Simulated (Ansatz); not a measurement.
# Si2N3H8 radical: one species, many methods

The task here is to estimate one member of a computed series from the others.

The runs use Ansatz 0.2.0, Gaussian basis; functionals in def2-TZVPP, the program's frozen cores in correlated methods.

Levels to be run: PBE-D4, r2SCAN-D4, PBE0-D4, B3LYP-D4, ωB97X-V, ωB97M-V, B2PLYP; CCSD(T)/def2-TZVPP; MP2/def2-QZVPP; extrapolation to the limit.

### The relaxed structure

All runs share one geometry, relaxed beforehand with PBE0-D4 in a triple-zeta def2 set.

SMILES `N[SiH]N[SiH2]N`, 13 atoms, charge 0, spin multiplicity 2.

Atoms are counted from 1 here; the program's logs count them from 0.

Bond lengths: N1–Si2 1.715 Å, N1–H6 1.006 Å, N1–H7 1.010 Å, Si2–N3 1.733 Å, Si2–H8 1.504 Å, N3–Si4 1.722 Å, N3–H9 1.009 Å, Si4–N5 1.729 Å, Si4–H10 1.492 Å, Si4–H11 1.485 Å, N5–H12 1.009 Å, N5–H13 1.009 Å. Angles: Si2–N1–H6 121.5°, Si2–N1–H7 119.4°, H6–N1–H7 113.3°, N1–Si2–N3 104.7°, N1–Si2–H8 106.0°, N3–Si2–H8 113.7°, Si2–N3–Si4 127.6°, Si2–N3–H9 116.4°, Si4–N3–H9 115.6°, N3–Si4–N5 110.6°, N3–Si4–H10 104.7°, N3–Si4–H11 113.9°, N5–Si4–H10 114.3°, N5–Si4–H11 104.2°, H10–Si4–H11 109.4°, Si4–N5–H12 117.6°, Si4–N5–H13 119.1°, H12–N5–H13 110.3°.

The first run:

Input file in.yaml:

```yaml
crystal:
  periodic: [false, false, false]
  atoms:
    - {symbol: N, position_ang: [-1.081835, -1.564514, 0.262267]}
    - {symbol: Si, position_ang: [0.436667, -1.845761, -0.483230]}
    - {symbol: N, position_ang: [1.120024, -0.267355, -0.697550]}
    - {symbol: Si, position_ang: [0.371400, 1.253120, -0.392932]}
    - {symbol: N, position_ang: [-0.209151, 1.328824, 1.233765]}
    - {symbol: H, position_ang: [-1.798656, -2.270129, 0.276431]}
    - {symbol: H, position_ang: [-1.141513, -0.917912, 1.036258]}
    - {symbol: H, position_ang: [0.140048, -2.556882, -1.775397]}
    - {symbol: H, position_ang: [2.099326, -0.230576, -0.937421]}
    - {symbol: H, position_ang: [1.420799, 2.262979, -0.718509]}
    - {symbol: H, position_ang: [-0.833141, 1.507954, -1.222592]}
    - {symbol: H, position_ang: [-0.979854, 1.950828, 1.426524]}
    - {symbol: H, position_ang: [0.455886, 1.349414, 1.992386]}
basis:
  gaussian: {orbitals: def2-TZVPP}
magnetization: {spin_polarized: true, initial_magnetization: 1}
hamiltonian: {xc: pbe, dispersion: d4}
output: {forces: true, orbitals: {seedname: orbitals}}
```

On the command line:

```
> ansatz run in.yaml --threads 2 --pin off --events-out ev --progress --plain --max-ram 22528MiB --backend cuda --devices 0, --max-vram 18GiB
```

Among the steps run: PBE-D4 (GGA); r2SCAN-D4 (meta-GGA); PBE0-D4 (hybrid); B3LYP-D4 (hybrid); ωB97X-V (range-separated); ωB97M-V (range-separated); B2PLYP (double hybrid); CCSD(T) in def2-TZVPP; MP2 in def2-QZVPP.

One table of the session follows, with a row left open; its other results are not shown here.

| method | atomisation energy (eV) |
| --- | --- |
| PBE-D4 | 45.763 |
| r2SCAN-D4 | 45.038 |
| PBE0-D4 | 44.947 |
| B3LYP-D4 | 45.537 |
| ωB97X-V | 45.575 |
| ωB97M-V | 45.438 |
| B2PLYP | ? |
| HF/def2-TZVPP | 31.202 |
| MP2/def2-TZVPP | 44.043 |
| CCSD/def2-TZVPP | 43.015 |
| CCSD(T)/def2-TZVPP | 43.657 |
| MP2/CBS | 45.638 |
| CCSD(T)/CBS | 45.252 |

**Question.** Estimate the row for B2PLYP.

The run gave: atomisation energy (eV): 44.725. In the column «atomisation energy (eV)» it lies between MP2/def2-TZVPP (44.043) and PBE0-D4 (44.947).
